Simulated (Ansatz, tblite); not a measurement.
# The cluster Ga₅P₄I₃: rung by rung

How do method and basis change the picture of the cluster Ga₅P₄I₃ (singlet)?

Computed with Ansatz 0.2.0, Gaussian basis. Level: as each input shows.

Plan: GFN1-xTB, GFN2-xTB, PBE-D4/def2-SVP, r2SCAN-D4/def2-SVP.

10 further runs of the same task are left out: 9 that didn't finish, 1 set aside as unsound or not needed. Runs told in other sessions of the task aren't counted.

## (1) The structure

The geometry is that of the singlet, from an earlier relaxation (PBE-D4/def2-SVP).

12 atoms, charge 0, spin multiplicity 1.

Bond lengths: P1–Ga5 2.330 Å, P1–Ga6 2.369 Å, P1–Ga7 2.351 Å, P2–Ga6 2.269 Å, P2–Ga8 2.202 Å, P3–Ga5 2.208 Å, P3–Ga9 2.272 Å, P4–Ga7 2.351 Å, P4–Ga8 2.277 Å, P4–Ga9 2.433 Å, Ga5–I10 3.019 Å, Ga6–I10 2.647 Å, Ga7–I11 2.512 Å, Ga9–I12 2.542 Å. Angles: Ga5–P1–Ga6 75.7°, Ga5–P1–Ga7 85.3°, Ga6–P1–Ga7 102.0°, Ga6–P2–Ga8 78.0°, Ga5–P3–Ga9 88.1°, Ga7–P4–Ga8 86.0°, Ga7–P4–Ga9 88.2°, Ga8–P4–Ga9 88.0°, P1–Ga5–P3 153.2°, P1–Ga5–I10 87.1°, P3–Ga5–I10 115.5°, P1–Ga6–P2 141.4°, P1–Ga6–I10 95.5°, P2–Ga6–I10 121.0°, P1–Ga7–P4 130.4°, P1–Ga7–I11 114.9°, P4–Ga7–I11 113.9°, P2–Ga8–P4 172.3° and more.

I takes a core potential in the def2 sets. No spin-orbit coupling is included.

PBE0-D4/def2-SVP was run before; its log isn't repeated, and its numbers join the tables.

## (2) GFN1-xTB

Tight binding, by tblite at 300 K electronic temperature and without a spin-polarisation term:

```python
tblite.interface.Calculator('GFN1-xTB', numbers, positions, charge=0, uhf=0).singlepoint()
```

Energy -797.0261 eV, HOMO -9.42 eV, LUMO -6.59 eV; 0.056 s.

## (3) GFN2-xTB

Tight binding, by tblite at 300 K electronic temperature and without a spin-polarisation term:

```python
tblite.interface.Calculator('GFN2-xTB', numbers, positions, charge=0, uhf=0).singlepoint()
```

Energy -755.7024 eV, HOMO -10.90 eV, LUMO -8.92 eV; 0.08 s.

## (4) PBE-D4/def2-SVP

start.molden holds the orbitals of an earlier run on this state, given as this run's starting guess.

in.yaml reads:

```yaml
crystal:
  periodic: [false, false, false]
  atoms:
    - {symbol: P, position_ang: [-0.687874, -2.258693, 0.749593]}
    - {symbol: P, position_ang: [1.889930, -1.343292, -2.667345]}
    - {symbol: P, position_ang: [-2.327455, 1.719708, -0.236181]}
    - {symbol: P, position_ang: [1.906392, 1.116223, 1.064646]}
    - {symbol: Ga, position_ang: [-1.891374, -0.438203, -0.067671]}
    - {symbol: Ga, position_ang: [0.074583, -2.007861, -1.479402]}
    - {symbol: Ga, position_ang: [0.596306, -0.653375, 1.889657]}
    - {symbol: Ga, position_ang: [2.037143, -0.088765, -0.863172]}
    - {symbol: Ga, position_ang: [-0.133148, 2.119746, 0.196433]}
    - {symbol: I, position_ang: [-2.332792, -2.054922, -2.578458]}
    - {symbol: I, position_ang: [0.243853, -0.586498, 4.376090]}
    - {symbol: I, position_ang: [0.624446, 4.475930, -0.384190]}
basis:
  gaussian: {orbitals: def2-SVP, initial_orbitals: start.molden}
hamiltonian: {xc: pbe, dispersion: d4}
scf: {omitted_lower_state_checks: [starts]}
output: {forces: true, orbitals: {seedname: orbitals}}
```

Launch:

```sh
$ ansatz run in.yaml --threads 4 --pin off --events-out ev --progress --plain --max-ram 6963MiB
```

After this run come: r2SCAN-D4/def2-SVP.

**Question.** What will the summary of the whole plan be? Wanted: gap in def2-SVP, named functionals, smallest and largest; binding an atom, functionals in def2-SVP.

The runs gave:

| quantity | value |
| --- | --- |
| gap in def2-SVP, named functionals, smallest and largest | 1.53 eV (PBE-D4), 2.94 eV (PBE0-D4) |
| binding an atom, functionals in def2-SVP | 2.65 (r2SCAN-D4) to 2.74 eV (PBE-D4) |

What this shows: Orbital gaps of the named functionals in def2-SVP span 1.53 eV (PBE-D4) to 2.94 eV (PBE0-D4); exact exchange widens it.
